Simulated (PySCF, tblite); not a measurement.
# C₄H₉BrSeSi: geometry, infrared bands and NMR shifts

Wanted: the infrared bands and NMR shifts of C₄H₉BrSeSi (`C=CCC[Se][SiH2]Br`), by calculation.

The runs use tblite 0.8.0 and PySCF 2.14.0, with density-fitted response routines of our own; the level of theory stands in each step. All values are computed, except where a source is named. Atoms count from 0, in the outputs and in this text.

### 1 The molecule as given

16 atoms, charge 0, multiplicity 1; geometry from: force field or distance geometry start.

Bonds of the start (Å): C0–C1 1.34, C1–C2 1.49, C2–C3 1.49, C3–Se4 1.93, Se4–Si5 2.26, Si5–Br6 2.26, C0–H7 1.09, C0–H8 1.09, C1–H9 1.09, C2–H10 1.14, C2–H11 1.09, C3–H12 1.12, C3–H13 1.12, Si5–H14 1.48, Si5–H15 1.46.

### 2 Geometry optimisation with GFN2-xTB

What the job is given:

```
{"job": {"kind": "relax", "xc": "GFN2-xTB", "basis": "xTB"}, "charge": 0, "multiplicity": 1}
C     -2.312200     0.275500     1.671700
C     -2.071800    -0.462600     0.573500
C     -1.149600     0.123300    -0.441500
C      0.027200    -0.780500    -0.593700
Se     1.262000    -0.085600    -1.902300
Si     3.077400     0.674300    -0.785200
Br     4.353400    -0.998400     0.031400
H     -1.873400     1.269500     1.791200
H     -2.963800    -0.073100     2.473700
H     -2.509400    -1.453300     0.469500
H     -1.762900     0.151100    -1.398000
H     -0.894400     1.128000    -0.104200
H      0.582700    -0.866300     0.377300
H     -0.281500    -1.819300    -0.894400
H      2.573900     1.447800     0.372900
H      3.934700     1.478500    -1.653200
```

Started as:

```
$ OMP_NUM_THREADS=1 python probes_run.py task.json out
```

One launch serves the whole session: the jobs run in the order shown.

Output:

```text
step      E/eV     max force
  0    -603.19291    2.275
  1    -603.33415    1.677
  2    -603.38407    0.723
  3    -603.41282    0.416
  4    -603.43412    0.322
  5    -603.44370    0.284
  6    -603.45772    0.283
  7    -603.46470    0.234
  8    -603.47060    0.205
  9    -603.47515    0.160
 10    -603.47904    0.138
 11    -603.48188    0.153
 12    -603.48441    0.150
 13    -603.48709    0.176
 14    -603.48963    0.162
 15    -603.49115    0.083
 16    -603.49178    0.054
 17    -603.49215    0.049
 18    -603.49263    0.068
 19    -603.49321    0.064
 20    -603.49375    0.058
 21    -603.49417    0.055
 22    -603.49460    0.053
 23    -603.49516    0.077
 24    -603.49585    0.087
 25    -603.49653    0.073
 26    -603.49716    0.076
 27    -603.49786    0.073
 28    -603.49870    0.065
 29    -603.49956    0.077
 30    -603.50027    0.067
 31    -603.50082    0.050
 32    -603.50128    0.049
 33    -603.50165    0.046
 34    -603.50191    0.035
 35    -603.50209    0.036
 36    -603.50225    0.034
 37    -603.50242    0.035
 38    -603.50257    0.031
 39    -603.50271    0.039
 40    -603.50286    0.041
 41    -603.50308    0.044
 42    -603.50339    0.057
 43    -603.50380    0.060
 44    -603.50430    0.065
 45    -603.50485    0.059
 46    -603.50548    0.062
 47    -603.50623    0.071
 48    -603.50729    0.112
 49    -603.50896    0.145
 50    -603.51151    0.150
 51    -603.51466    0.183
 52    -603.51787    0.148
 53    -603.52052    0.139
 54    -603.52196    0.162
 55    -603.52430    0.190
 56    -603.52674    0.137
 57    -603.52996    0.075
 58    -603.53127    0.088
 59    -603.53268    0.101
 60    -603.53404    0.115
 61    -603.53597    0.127
 62    -603.53777    0.138
 63    -603.53867    0.106
 64    -603.53989    0.067
 65    -603.54064    0.058
 66    -603.54158    0.062
 67    -603.54246    0.085
 68    -603.54308    0.083
 69    -603.54344    0.047
 70    -603.54366    0.037
 71    -603.54389    0.044
 72    -603.54418    0.041
 73    -603.54456    0.042
 74    -603.54499    0.047
 75    -603.54539    0.067
 76    -603.54579    0.053
 77    -603.54615    0.050
 78    -603.54665    0.060
 79    -603.54709    0.080
 80    -603.54804    0.096
 81    -603.54945    0.119
 82    -603.55154    0.111
 83    -603.55174    0.206
 84    -603.55061    0.224
 85    -603.55622    0.090
 86    -603.55800    0.111
 87    -603.56027    0.122
 88    -603.56212    0.144
 89    -603.56422    0.093
 90    -603.56523    0.067
 91    -603.56656    0.082
 92    -603.56782    0.069
 93    -603.56941    0.079
 94    -603.57110    0.086
 95    -603.57210    0.069
 96    -603.57278    0.062
 97    -603.57333    0.054
 98    -603.57393    0.054
 99    -603.57442    0.055
100    -603.57509    0.055
101    -603.57598    0.076
102    -603.57722    0.086
103    -603.57767    0.141
104    -603.57953    0.117
105    -603.58078    0.105
106    -603.58259    0.074
107    -603.58334    0.073
108    -603.58404    0.060
109    -603.58452    0.055
110    -603.58517    0.044
111    -603.58577    0.076
112    -603.58619    0.041
113    -603.58641    0.030
114    -603.58654    0.025
115    -603.58667    0.037
116    -603.58680    0.035
117    -603.58693    0.045
118    -603.58706    0.038
119    -603.58719    0.027
120    -603.58733    0.030
121    -603.58748    0.030
122    -603.58762    0.028
123    -603.58774    0.028
124    -603.58786    0.026
125    -603.58800    0.027
126    -603.58821    0.040
127    -603.58844    0.039
128    -603.58868    0.055
129    -603.58886    0.045
130    -603.58905    0.039
131    -603.58918    0.025
132    -603.58926    0.020
133    -603.58932    0.018
134    -603.58938    0.019
135    -603.58947    0.022
136    -603.58957    0.028
137    -603.58969    0.024
138    -603.58979    0.019
139    -603.58989    0.021
140    -603.59000    0.028
141    -603.59009    0.021
142    -603.59020    0.043
143    -603.59028    0.029
144    -603.59041    0.023
145    -603.59049    0.028
146    -603.59064    0.030
147    -603.59075    0.030
148    -603.59087    0.027
149    -603.59101    0.037
150    -603.59118    0.030
151    -603.59136    0.036
152    -603.59152    0.039
153    -603.59166    0.032
154    -603.59181    0.036
155    -603.59196    0.031
156    -603.59210    0.023
157    -603.59219    0.015
158    -603.59224    0.015
159    -603.59227    0.013
160    -603.59230    0.013
161    -603.59234    0.012
162    -603.59238    0.015
163    -603.59241    0.017
164    -603.59245    0.014
165    -603.59247    0.010
```

Wall time 2.5 s (1 thread of Arm Neoverse N1, shared host); peak memory 0.18 GiB.

Step by step: (not every step is listed)

```tsv
step	energy from step 0 (eV)	largest force (eV/Å)
0	0.0000	2.2748
1	-0.1412	1.6775
2	-0.1912	0.7228
3	-0.2199	0.4158
4	-0.2412	0.3215
5	-0.2508	0.2838
6	-0.2648	0.2831
7	-0.2718	0.2344
8	-0.2777	0.2050
23	-0.3023	0.0769
38	-0.3097	0.0307
53	-0.3276	0.1387
68	-0.3502	0.0830
83	-0.3588	0.2056
98	-0.3810	0.0535
113	-0.3935	0.0301
128	-0.3958	0.0548
143	-0.3974	0.0291
158	-0.3993	0.0150
160	-0.3994	0.0132
161	-0.3994	0.0122
162	-0.3995	0.0150
163	-0.3995	0.0168
164	-0.3995	0.0144
165	-0.3996	0.0098
```

Close pairs (by a distance rule), those that changed most:

```tsv
bond	before (Å)	after (Å)	change (Å)
C3–Se4	1.929	1.980	+0.052
C2–H10	1.137	1.093	-0.043
Si5–Br6	2.257	2.223	-0.034
C3–H13	1.125	1.091	-0.033
C2–C3	1.492	1.522	+0.031
C3–H12	1.122	1.092	-0.030
C0–C1	1.345	1.319	-0.025
Si5–H14	1.481	1.457	-0.024
```

The end geometry stands in the next job.

### 3 Harmonic vibrations with GFN2-xTB

What the job is given:

```
{"job": {"kind": "ir", "xc": "GFN2-xTB", "basis": "xTB"}, "charge": 0, "multiplicity": 1}
C     -1.880561    -0.053135     1.857048
C     -1.935601    -0.256979     0.554694
C     -0.872125     0.192244    -0.400045
C     -0.017453    -1.007288    -0.785569
Se     1.400983    -0.566744    -2.095633
Si     2.665218     0.849328    -0.852104
Br     2.598354     0.301310     1.300815
H     -1.059681     0.475295     2.313583
H     -2.650834    -0.406491     2.520518
H     -2.758209    -0.802823     0.111945
H     -1.325416     0.622293    -1.297286
H     -0.252283     0.954726     0.078932
H      0.469060    -1.441573     0.090740
H     -0.614988    -1.776863    -1.276931
H      2.175465     2.221705    -0.874157
H      4.050473     0.703938    -1.257961
```

Output:

```text
mode    cm-1     km/mol
  1      24.5      3.52
  2      50.2      3.07
  3      55.9      5.74
  4      86.6      2.31
  5     106.5      5.18
  6     168.1      0.69
  7     198.9      0.57
  8     259.1      0.69
  9     353.8     29.47
 10     431.9      2.93
 11     437.9     25.44
 12     454.8     54.16
 13     560.3      1.12
 14     583.4     13.53
 15     672.0     12.21
 16     690.5    665.03
 17     753.6    201.24
 18     762.4     64.95
 19     901.7     11.37
 20     924.5      0.89
 21     967.0      0.39
 22    1020.4     17.15
 23    1049.7      0.83
 24    1055.8     13.58
 25    1174.9      1.68
 26    1196.3     25.72
 27    1245.8      6.85
 28    1278.6      1.92
 29    1309.5     18.55
 30    1411.2      0.26
 31    1434.0      6.86
 32    1470.8      2.82
 33    1715.0      6.52
 34    2298.0    206.97
 35    2359.9    182.83
 36    2950.3      3.40
 37    2960.7     39.06
 38    2966.1     19.53
 39    2974.9     28.99
 40    3059.7     37.59
 41    3103.1     14.41
 42    3132.8     51.28
```

Wall time 1.1 s (1 thread of Arm Neoverse N1, shared host); peak memory 0.18 GiB.

The strongest bands and the atoms that carry them (share of the mass-weighted mode):

```tsv
cm⁻¹	km/mol	atoms
455	54.2	H15 40 %, H14 38 %, Si5 16 %
690	665.0	H14 57 %, H15 35 %
754	201.2	H14 36 %, H15 32 %
762	65.0	H13 20 %, H12 20 %, H15 15 %, H14 14 %
2298	207.0	H14 96 %
2360	182.8	H15 97 %
2961	39.1	H11 36 %, H10 28 %, H12 23 %
3133	51.3	H8 64 %, H7 25 %
```

### 4 Shielding tensors: PBE0/pcSseg-1

Settings changed since step 3:

```diff
@@ -1,2 +1,2 @@
-{"job": {"kind": "ir", "xc": "GFN2-xTB", "basis": "xTB"}, "charge": 0, "multiplicity": 1}
+{"job": {"kind": "nmr", "xc": "PBE0", "basis": "pcSseg-1"}, "charge": 0, "multiplicity": 1}
 C     -1.880561    -0.053135     1.857048
```

With the program's defaults for keys left out, this is: GIAO PBE0/pcSseg-1 NMR shielding, non-relativistic, gas phase.

Output:

```text
coarse grid: 64048 points
cycle   1  E = -5421.5769202318  dE = -1.609e+00  |g| = 9.863e-01  |ddm| = 3.849e+00
cycle   2  E = -5421.5847024091  dE = -7.782e-03  |g| = 5.664e-01  |ddm| = 7.500e-01
cycle   3  E = -5421.6215528371  dE = -3.685e-02  |g| = 1.613e-01  |ddm| = 5.545e-01
cycle   4  E = -5421.6279968478  dE = -6.444e-03  |g| = 4.751e-02  |ddm| = 2.129e-01
cycle   5  E = -5421.6285304154  dE = -5.336e-04  |g| = 1.092e-02  |ddm| = 5.324e-02
cycle   6  E = -5421.6285595895  dE = -2.917e-05  |g| = 2.163e-03  |ddm| = 1.064e-02
cycle   7  E = -5421.6285603655  dE = -7.760e-07  |g| = 1.210e-03  |ddm| = 2.982e-03
final grid: 131256 points
cycle   8  E = -5421.6285403920  dE =  5.796e-07  |g| = 2.007e-03  |ddm| = 3.208e-03
cycle   9  E = -5421.6285383052  dE =  2.087e-06  |g| = 3.479e-03  |ddm| = 4.397e-03
cycle  10  E = -5421.6285414067  dE = -3.102e-06  |g| = 1.805e-04  |ddm| = 2.764e-03
cycle  11  E = -5421.6285414128  dE = -6.045e-09  |g| = 1.625e-05  |ddm| = 1.705e-04
cycle  12  E = -5421.6285414128  dE = -5.002e-11  |g| = 6.718e-06  |ddm| = 2.373e-05
converged SCF energy = -5421.6285414128

GIAO shielding tensors (ppm)
atom      isotropic    diamagn.    paramagn.     s11        s22        s33       span
  0 C       61.705     254.362    -192.658    -50.291     77.369    158.036    208.327
  1 C       41.792     257.168    -215.376    -80.157     49.497    156.035    236.191
  2 C      143.899     249.535    -105.636    123.661    136.325    171.710     48.049
  3 C      152.851     249.796     -96.945    132.868    147.772    177.914     45.047
  4 Se    1891.730    3000.507   -1108.776   1670.467   1716.287   2288.437    617.970
  5 Si     349.160     877.103    -527.943    269.814    380.895    396.771    126.957
  6 Br    2753.991    3126.921    -372.930   2573.322   2802.500   2886.150    312.827
  7 H       26.092      32.510      -6.419     22.659     25.184     30.432      7.773
  8 H       26.334      28.319      -1.985     23.879     25.124     30.000      6.121
  9 H       25.570      30.721      -5.151     22.756     25.350     28.603      5.847
 10 H       29.253      31.695      -2.443     24.675     29.215     33.868      9.193
 11 H       29.247      34.184      -4.937     24.834     30.742     32.164      7.330
 12 H       28.794      32.350      -3.556     24.262     28.823     33.297      9.035
 13 H       29.255      31.424      -2.168     22.618     28.358     36.790     14.171
 14 H       25.464      27.892      -2.428     19.952     24.304     32.135     12.183
 15 H       25.764      26.226      -0.463     20.340     24.082     32.869     12.529
```

Run time: 1.7 min. Hardware: 1 thread of Arm Neoverse N1, shared host; peak memory 1.1 GiB.

Shifts follow as δ = σ(reference) − σ, with reference shieldings (ppm) from runs at the same level and on the same kind of geometry: 1H TMS 31.72, 13C TMS 186.9, 29Si TMS 349.2, 77Se Me2Se 1758, 79Br HBr 2622. The references are single molecules in the gas phase. Atoms listed in one row are averaged.

```tsv
atoms	environment	σ (ppm)	δ (ppm)
C1	alkene CH	41.8	145.1
C0	terminal =CH2 carbon	61.7	125.2
C2	allylic sp3 CH2	143.9	43.0
C3	sp3 CH2 bonded to Se	152.9	34.1
H9	hydrogen on an alkene CH	25.57	6.15
H14, H15	hydrogen on a silicon bonded to Br, Se	25.61	6.10
H7	hydrogen on a terminal =CH2 carbon	26.09	5.63
H8	hydrogen on a terminal =CH2 carbon	26.33	5.38
H12, H13	hydrogen on an sp3 CH2 bonded to Se	29.02	2.69
H10, H11	hydrogen on an allylic sp3 CH2	29.25	2.47
Se4	selenium bonded to C, Si	1892	-133
Si5	silicon bonded to Br, Se, 2 H	349.2	0.0
Br6	bromine bonded to Si	2754	-132
```

Charges from the same density, by scheme (e):

```tsv
atoms	Mulliken	IAO	Hirshfeld	ESP fit
C0	-0.14	-0.32	-0.10	-0.40
C1	-0.25	-0.13	-0.04	-0.24
C2	-0.18	-0.26	-0.08	0.22
C3	-0.29	-0.34	-0.07	-0.54
Se4	-0.33	-0.11	-0.05	-0.12
Si5	0.68	0.58	0.28	0.09
Br6	-0.37	-0.26	-0.09	-0.13
```

Mayer bond orders: C0–C1 1.98, C1–C2 1.04, C2–C3 0.98, C3–Se4 1.01, Se4–Si5 0.99, Si5–Br6 0.90.

Orbitals, density, ELF and potential are computed afterwards from the orbital file.

Frontier orbitals at PBE0/pcSseg-1, with the share of their density that lies nearest to each atom:

```tsv
orbital	energy (eV)	lies on
HOMO	-6.84	Se4 79 %
LUMO	-0.91	Se4 21 %; Si5 20 %; Br6 13 %
```

ELF in a plane through or near 7 of the atoms.

Values, 10 rows by 14 columns:
```
0.00 0.00 0.00 0.00 0.00 0.00 0.00 0.00 0.00 0.00 0.00 0.00 0.00 0.00
0.00 0.00 0.00 0.00 0.23 0.40 0.13 0.00 0.00 0.00 0.00 0.00 0.00 0.00
0.00 0.00 0.00 0.04 0.62 0.81 0.62 0.00 0.89 0.78 0.02 0.01 0.00 0.00
0.00 0.00 0.20 0.10 0.56 0.73 0.66 0.01 0.98 0.94 0.90 0.92 0.00 0.00
0.00 0.16 1.00 0.97 0.63 0.50 0.03 0.24 0.12 0.31 0.87 0.84 0.00 0.00
0.00 0.07 0.99 0.89 0.24 0.67 0.17 0.68 0.78 0.29 0.23 0.00 0.00 0.00
0.00 0.00 0.04 0.06 0.63 0.30 0.77 0.75 0.16 0.95 0.99 0.01 0.00 0.00
0.00 0.00 0.00 0.13 0.73 0.25 0.36 0.71 0.12 0.12 0.36 0.00 0.00 0.00
0.00 0.00 0.00 0.04 0.56 0.67 0.08 0.05 0.01 0.00 0.00 0.00 0.00 0.00
0.00 0.00 0.00 0.00 0.01 0.02 0.00 0.00 0.00 0.00 0.00 0.00 0.00 0.00
```
The map spans 13.7 Å across and 9.3 Å up, centred on the molecule. Atoms in the plane (x, y in Å): C0 (2.4, 1.0), Se4 (-2.0, -1.7), Si5 (-2.9, 0.4), H7 (1.8, 1.9), H8 (3.5, 1.2), H9 (2.7, -1.0), H15 (-4.3, 0.4).

On the surface of density 0.002 e/bohr³ the electrostatic potential runs, from the 1st to the 99th percentile, from -0.69 V near Se4 to 1.21 V near H15.

### 5 What came out

| quantity | value |
| --- | --- |
| strongest single infrared mode (GFN2-xTB) | 690 cm⁻¹, 665 km/mol |
| zero-point energy (GFN2-xTB) | 72.4 kcal/mol |
| 13C shifts against TMS (PBE0/pcSseg-1) | 145.1, 125.2, 43.0, 34.1 ppm |
| 1H shifts against TMS (PBE0/pcSseg-1, means over atoms taken as alike) | 6.15, 6.10, 5.63, 5.38, 2.69, 2.47 ppm |
| 77Se shifts against Me2Se (PBE0/pcSseg-1) | -133 ppm |
| 29Si shifts against TMS (PBE0/pcSseg-1) | 0.0 ppm |
| 79Br shifts against HBr (PBE0/pcSseg-1) | -132 ppm |
| surface potential, 1st and 99th percentile | -0.69 V and 1.21 V |

Over 165 steps the energy fell by 0.400 eV; of the close pairs, C3–Se4 changed most, 1.929 to 1.980 Å. All 42 modes are real, so the xTB geometry is a minimum. The strongest single mode, at 690 cm⁻¹, moves mainly H14 and H15. Unscaled tight-binding wavenumbers are off by several per cent, some by more. Its intensities can rank the bands wrongly. At PBE0/pcSseg-1: The widest tensor belongs to Se4: span 618 ppm, with a paramagnetic part of -1109 ppm. By nearest atom (PBE0/pcSseg-1), the HOMO sits on Se4 79 % and the LUMO on Se4 21 %; Si5 20 %. Spin-orbit coupling is left out, which matters for shieldings and couplings at and beside the heavy atoms.
